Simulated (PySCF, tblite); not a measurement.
**C₄H₃FN₂S: geometry, infrared bands and NMR shifts**

Wanted: the infrared bands and NMR shifts of C₄H₃FN₂S (`Fc1nnccc1S`), by calculation.

The runs use tblite 0.8.0 and PySCF 2.14.0, with density-fitted response routines of our own; the level of theory stands in each step. All values are computed, except where a source is named. Atoms count from 0, in the outputs and in this text.

## (1) The molecule as given

11 atoms, charge 0, multiplicity 1; geometry from: force field or distance geometry start.

Bonds of the start (Å): F0–C1 1.36, C1–N2 1.34, N2–N3 1.38, N3–C4 1.33, C4–C5 1.38, C5–C6 1.39, C6–S7 1.78, C6–C1 1.38, C4–H8 1.08, C5–H9 1.08, S7–H10 1.34.

## (2) Relaxing the molecule with GFN2-xTB

Job settings and geometry (Å):

```
{"job": {"kind": "relax", "xc": "GFN2-xTB", "basis": "xTB"}, "charge": 0, "multiplicity": 1}
F      1.423300    -1.744300     1.051100
C      0.395600    -0.960800     0.626600
N     -0.835000    -1.294200     1.049100
N     -1.902300    -0.518600     0.635900
C     -1.685700     0.538000    -0.145600
C     -0.428200     0.898300    -0.591900
C      0.659800     0.127300    -0.187900
S      2.308400     0.552300    -0.716100
H     -2.564600     1.097800    -0.431200
H     -0.298700     1.763400    -1.225900
H      2.933000    -0.456400    -0.090000
```

The run is started by

```sh
$ OMP_NUM_THREADS=1 python probes_run.py task.json out
```

One launch serves the whole session: the jobs run in the order shown.

**Question.** This job is followed by: GFN2-xTB harmonic vibrations, gas phase; GIAO PBE0/pcSseg-1 NMR shielding, non-relativistic, gas phase. What will the session give for the following? strongest single infrared mode (GFN2-xTB); zero-point energy (GFN2-xTB); 13C shifts against TMS (PBE0/pcSseg-1); 1H shifts against TMS (PBE0/pcSseg-1); 19F shifts against CFCl3 (PBE0/pcSseg-1); 15N shifts against NH3 (PBE0/pcSseg-1); 33S shifts against CS2 (PBE0/pcSseg-1); surface potential, 1st and 99th percentile.

**Answer**, as computed:

| quantity | value |
| --- | --- |
| strongest single infrared mode (GFN2-xTB) | 1378 cm⁻¹, 136 km/mol |
| zero-point energy (GFN2-xTB) | 40.4 kcal/mol |
| 13C shifts against TMS (PBE0/pcSseg-1) | 170.1, 153.3, 134.7, 131.0 ppm |
| 1H shifts against TMS (PBE0/pcSseg-1) | 9.14, 7.40, 4.63 ppm |
| 19F shifts against CFCl3 (PBE0/pcSseg-1) | -94.8 ppm |
| 15N shifts against NH3 (PBE0/pcSseg-1) | 443.5, 407.3 ppm |
| 33S shifts against CS2 (PBE0/pcSseg-1) | -66 ppm |
| surface potential, 1st and 99th percentile | -1.79 V and 1.68 V |

In words: Over 19 steps the energy fell by 0.251 eV; of the close pairs, N2–N3 changed most, 1.383 to 1.299 Å. No mode is imaginary among the 27: a minimum at this level. The strongest single mode, at 1378 cm⁻¹, has its largest shares on C1, N2 and C5 (the list is cut at 3 atoms). Unscaled tight-binding wavenumbers are off by several per cent, some by more. Its intensities can rank the bands wrongly. At PBE0/pcSseg-1: The largest span, 827 ppm, is at N3, where the paramagnetic term is -497 ppm. NICS(1)zz of -25 ppm above the planar ring from C1 marks a diatropic (aromatic) ring current. At PBE0/pcSseg-1, counted by nearest atom on the grid, the HOMO lies on N3 44 %; N2 34 %, the LUMO on C5, C6 about 21 % each; N2, N3 about 20 % each.
